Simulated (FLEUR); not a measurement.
Crystal: Bi2Te3 (Tellurobismuthite).

```
Bi Te
1.0
     2.19300    1.26613   10.16567
    -2.19300    1.26613   10.16567
     0.00000   -2.53226   10.16567
Bi Te
2 3
Cartesian
  0.0000 0.0000 18.2982
  0.0000 0.0000 12.1988
  0.0000 0.0000 24.1079
  0.0000 0.0000 6.3891
  0.0000 0.0000 0.0000
```

Base run:

* Program: FLEUR MaX-R8.1 (later development tree)
* Functional: LDA
* Potentials or basis: all-electron
* Basis: FLAPW
* Kmax: 4.1 1/bohr
* k mesh: 7 × 7 × 7
* Occupations: fermi-dirac, width 0.05 eV
* Spin: no spin polarisation

Its results: band gap on the k mesh 0.21 eV, direct.

Q: After a change of settings the same cell gave: band gap on the k mesh 0.52 eV, direct. Which change was it?
A. functional from LDA to PBE; muffin-tin radii from Bi 2.66, Te 2.55 bohr to Bi 2.66, Te 2.5 bohr
B. functional from LDA to PBEsol; muffin-tin radii from Bi 2.66, Te 2.55 bohr to Bi 2.66, Te 2.5 bohr
C. functional from LDA to PBEsol
D. functional from LDA to r2SCAN

A: D.

r2SCAN gives the wider gap, since meta-GGAs in the generalised Kohn-Sham scheme recover part of the derivative discontinuity.

Caveats: spin-orbit coupling is left out, which as a rule narrows the gap of such compounds by several tenths of an eV; the meta-GGA is that of a development version, with a GGA for the radial functions and cores and without core tails (some runs).

Not every run made on this cell is shown here.
